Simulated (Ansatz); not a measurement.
# ZnO: an axial (c/a) deformation path

Aim: for ZnO, follow an axial (c/a) deformation at fixed volume.

Method: DFT r2SCAN, scalar-relativistic, plane waves, PAW, in Ansatz 0.2.0.

**1. The structure to begin with**

It takes space group P6_3mc (No. 186, hexagonal). Conventional cell: a = 3.249 Å, b = 3.249 Å, c = 5.204 Å, α = 90.00°, β = 90.00°, γ = 120.00°. Zn (site symmetry 3m) is surrounded by 4 O at 1.97 to 1.99 Å. O (site symmetry 3m) is surrounded by 4 Zn at 1.97 to 1.99 Å.

Coordinates:

```cif
data_structure
_symmetry_space_group_name_H-M 'P6_3mc'
_symmetry_Int_Tables_number 186
_cell_length_a 3.2494
_cell_length_b 3.2494
_cell_length_c 5.2038
_cell_angle_alpha 90.000
_cell_angle_beta 90.000
_cell_angle_gamma 120.000
_cell_volume 47.58
loop_
_atom_site_label
_atom_site_type_symbol
_atom_site_symmetry_multiplicity
_atom_site_Wyckoff_symbol
_atom_site_fract_x
_atom_site_fract_y
_atom_site_fract_z
_atom_site_occupancy
Zn1 Zn 2 b 0.33333 0.66667 0.00000 1
O1 O 2 b 0.33333 0.66667 0.38210 1
```

The cell is taken as given, not relaxed at this level.

**2. The reference: the undisturbed cell on the scan's mesh**

Contents of input.yaml:

```yaml
crystal:
  lattice:
    - [3.2493987239, 0.0, 0.0]
    - [-1.6246993619, 2.8140618419, 0.0]
    - [0.0, 0.0, 5.2038]
  atoms:
    - { symbol: Zn, position: [0.3333333333, 0.6666666667, 0.0] }
    - { symbol: Zn, position: [0.6666666667, 0.3333333333, 0.5] }
    - { symbol: O, position: [0.3333333333, 0.6666666667, 0.3821] }
    - { symbol: O, position: [0.6666666667, 0.3333333333, 0.8821] }
basis:
  ecutwfc: 500
kpoints:
  mp_grid: { grid: [12, 12, 6] }
hamiltonian:
  xc: r2scan
scf:
  occupations: { method: gaussian, width: 0.05 }
output:
  forces: true
  stress: true
  eigenvalues: true
  write_density: true
  write_potential: true
  elf: true
  volumetric_format: npy
```

Run with:

```
$ ansatz run input.yaml --threads 1 --pin off --max-ram 2560MiB --backend cpu --events-out ev --progress --plain --runs-dir out
```

**3. Setting up an axial (c/a) deformation path**

At fixed volume and fractional coordinates, lengths along (0.000, 0.000, 1.000) are scaled against those across it; ρ is that ratio over its starting value.

**4. Point ρ = 0.850**

input.yaml: that of step 2 with these lines changed.

```diff
@@ -2,5 +2,5 @@
   lattice:
-    - [3.2493987239, 0.0, 0.0]
-    - [-1.6246993619, 2.8140618419, 0.0]
-    - [0.0, 0.0, 5.2038]
+    - [3.4302836265, 0.0, 0.0]
+    - [-1.7151418132, 2.9707127627, 0.0]
+    - [0.0, 0.0, 4.6694587936]
   atoms:
@@ -22,5 +22 @@
   eigenvalues: true
-  write_density: true
-  write_potential: true
-  elf: true
-  volumetric_format: npy
```

**5. ρ = 1.200**

input.yaml: that of step 4 with these lines changed.

```diff
@@ -2,5 +2,5 @@
   lattice:
-    - [3.4302836265, 0.0, 0.0]
-    - [-1.7151418132, 2.9707127627, 0.0]
-    - [0.0, 0.0, 4.6694587936]
+    - [3.0578012714, 0.0, 0.0]
+    - [-1.5289006357, 2.6481335808, 0.0]
+    - [0.0, 0.0, 5.8763559445]
   atoms:
```

**6. Point ρ = 0.920**

input.yaml: that of step 5 with these lines changed.

```diff
@@ -2,5 +2,5 @@
   lattice:
-    - [3.0578012714, 0.0, 0.0]
-    - [-1.5289006357, 2.6481335808, 0.0]
-    - [0.0, 0.0, 5.8763559445]
+    - [3.3409788765, 0.0, 0.0]
+    - [-1.6704894382, 2.8933725805, 0.0]
+    - [0.0, 0.0, 4.9224254597]
   atoms:
```

**7. Point ρ = 1.100**

input.yaml: that of step 6 with these lines changed.

```diff
@@ -2,5 +2,5 @@
   lattice:
-    - [3.3409788765, 0.0, 0.0]
-    - [-1.6704894382, 2.8933725805, 0.0]
-    - [0.0, 0.0, 4.9224254597]
+    - [3.1477877712, 0.0, 0.0]
+    - [-1.5738938856, 2.7260641756, 0.0]
+    - [0.0, 0.0, 5.5451809197]
   atoms:
@@ -22 +22,5 @@
   eigenvalues: true
+  write_density: true
+  write_potential: true
+  elf: true
+  volumetric_format: npy
```

**8. ρ = 0.960**

input.yaml: that of step 7 with these lines changed.

```diff
@@ -2,5 +2,5 @@
   lattice:
-    - [3.1477877712, 0.0, 0.0]
-    - [-1.5738938856, 2.7260641756, 0.0]
-    - [0.0, 0.0, 5.5451809197]
+    - [3.2939165671, 0.0, 0.0]
+    - [-1.6469582835, 2.8526154251, 0.0]
+    - [0.0, 0.0, 5.0640900391]
   atoms:
@@ -22,5 +22 @@
   eigenvalues: true
-  write_density: true
-  write_potential: true
-  elf: true
-  volumetric_format: npy
```

**9. At ρ = 1.050**

input.yaml: that of step 8 with these lines changed.

```diff
@@ -2,5 +2,5 @@
   lattice:
-    - [3.2939165671, 0.0, 0.0]
-    - [-1.6469582835, 2.8526154251, 0.0]
-    - [0.0, 0.0, 5.0640900391]
+    - [3.1969799007, 0.0, 0.0]
+    - [-1.5984899503, 2.7686658094, 0.0]
+    - [0.0, 0.0, 5.3758457155]
   atoms:
```

**10. At ρ = 0.800**

input.yaml: that of step 9 with these lines changed.

```diff
@@ -2,5 +2,5 @@
   lattice:
-    - [3.1969799007, 0.0, 0.0]
-    - [-1.5984899503, 2.7686658094, 0.0]
-    - [0.0, 0.0, 5.3758457155]
+    - [3.5003086662, 0.0, 0.0]
+    - [-1.7501543331, 3.0313562261, 0.0]
+    - [0.0, 0.0, 4.484498896]
   atoms:
```

**11. Point ρ = 1.300**

input.yaml: that of step 10 with these lines changed.

```diff
@@ -2,5 +2,5 @@
   lattice:
-    - [3.5003086662, 0.0, 0.0]
-    - [-1.7501543331, 3.0313562261, 0.0]
-    - [0.0, 0.0, 4.484498896]
+    - [2.9772951375, 0.0, 0.0]
+    - [-1.4886475687, 2.5784132237, 0.0]
+    - [0.0, 0.0, 6.198446137]
   atoms:
```

(Steps that only read results are left out.)

Q: Predict the outcome of this session. Wanted: highest point.

The runs gave:

| quantity | value |
| --- | --- |
| highest point | 327.8 meV/atom at ρ = 0.800 |

The undisturbed cell stays the lowest of the sampled points. No sampled point inside the path is a dip, apart from those named. The gap on the mesh stays between 0.38 and 1.28 eV.
